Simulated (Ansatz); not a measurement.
Which YAML input does this script hand to the engine? (the Ansatz DFT code, driven from Python)

Script `c2h5bcl_energy.py`:
```python
"""Electronic structure of the C2H5BCl molecule."""

import ansatz as az
import numpy as np

GEOMETRY = """
C    -0.14120    1.41160   -0.53400
B    -0.01680   -0.12360   -0.49450
C     0.35870   -0.82540    0.85630
Cl   -0.19440   -1.12010   -2.02100
H    -0.45380    1.77020   -1.59180
H    -0.99290    1.78010    0.15380
H    -0.35540   -0.61800    1.64210
H     1.40730   -0.41480    1.20960
H     0.47710   -1.90630    0.76230
"""

geometry = az.Crystal.molecule()
for line in GEOMETRY.strip().splitlines():
    symbol, *xyz = line.split()
    geometry = geometry.atom(symbol, [float(v) for v in xyz])

model = geometry.calculation()
model = model.basis(gaussian="6-31G*")
model = model.functional("pbe", dispersion="d3bj")
model = model.spin("collinear", total=1).scf(lower_state_search="off")
model = model.forces()
out = model.run(threads=1)
report = out.report

print("reference energy %16.6f eV" % report["reference_energy_ev"])
print("total energy     %16.6f eV" % report["free_energy_ev"])
print("occupied (up, down):", report["n_occupied"], " virtual:", report["n_virtual"], " frozen:", report["n_frozen"])

symbols = [site.symbol for site in geometry.cartesian_sites]
forces = np.array(report["forces_ev_ang"])
print("largest force", round(float(np.linalg.norm(forces, axis=1).max()), 4), "eV/A, rms", round(float(np.sqrt((forces ** 2).mean())), 4))

charges = report["charge_distribution"]
dipole = np.array(charges["dipole_moment_e_ang"]) * 4.803205
print("dipole (D): {:.3f} {:.3f} {:.3f}, length {:.3f}".format(*dipole, np.linalg.norm(dipole)))
print("atom  Mulliken   Lowdin")
for symbol, m, l in zip(symbols, charges["mulliken_charges_e"], charges["lowdin_charges_e"]):
    print(f"{symbol:4s} {m:9.3f} {l:8.3f}")
```

Output of `python c2h5bcl_energy.py`:
```text
reference energy    -15343.776658 eV
total energy        -15343.947415 eV
occupied (up, down): [20, 19]  virtual: [54, 55]  frozen: 0
largest force 4.0709 eV/A, rms 1.0968
dipole (D): -0.341 0.872 1.376, length 1.664
atom  Mulliken   Lowdin
C       -0.369   -0.144
B        0.250   -0.425
C       -0.600   -0.367
Cl      -0.137    0.178
H        0.162    0.141
H        0.163    0.153
H        0.183    0.156
H        0.166    0.165
H        0.182    0.142
```

`input.yaml`:
```yaml
crystal:
  periodic: [false, false, false]
  atoms:
    - { symbol: C, position_ang: [-0.1412, 1.4116, -0.534] }
    - { symbol: B, position_ang: [-0.0168, -0.1236, -0.4945] }
    - { symbol: C, position_ang: [0.3587, -0.8254, 0.8563] }
    - { symbol: Cl, position_ang: [-0.1944, -1.1201, -2.021] }
    - { symbol: H, position_ang: [-0.4538, 1.7702, -1.5918] }
    - { symbol: H, position_ang: [-0.9929, 1.7801, 0.1538] }
    - { symbol: H, position_ang: [-0.3554, -0.618, 1.6421] }
    - { symbol: H, position_ang: [1.4073, -0.4148, 1.2096] }
    - { symbol: H, position_ang: [0.4771, -1.9063, 0.7623] }
basis:
  gaussian:
    orbitals: "6-31G*"
hamiltonian:
  xc: pbe
  dispersion: d3bj
magnetization:
  spin_polarized: true
  initial_magnetization: 1.0
scf:
  lower_state_search: "off"
output:
  forces: true
```

Reading the output:
- These settings explore the input space; basis and method may be short of convergence.
- The geometry is a force-field or estimated start, not a minimum of this method, and the basis set is short of its limit.
- The species is open-shell (spin multiplicity 2).
- The Löwdin charges here are taken after orthogonalising the functions within each atom; they differ from plain Löwdin charges, and their signs can be unphysical.
- Total less reference energy is the dispersion correction.
- The whole script took 1.5 s on 1 thread of AMD EPYC 9R45 96-Core Processor (Zen 5), on a shared host, peak memory 0.18 GiB.

(Lines on the test bed's own set-up are left out of the output.)
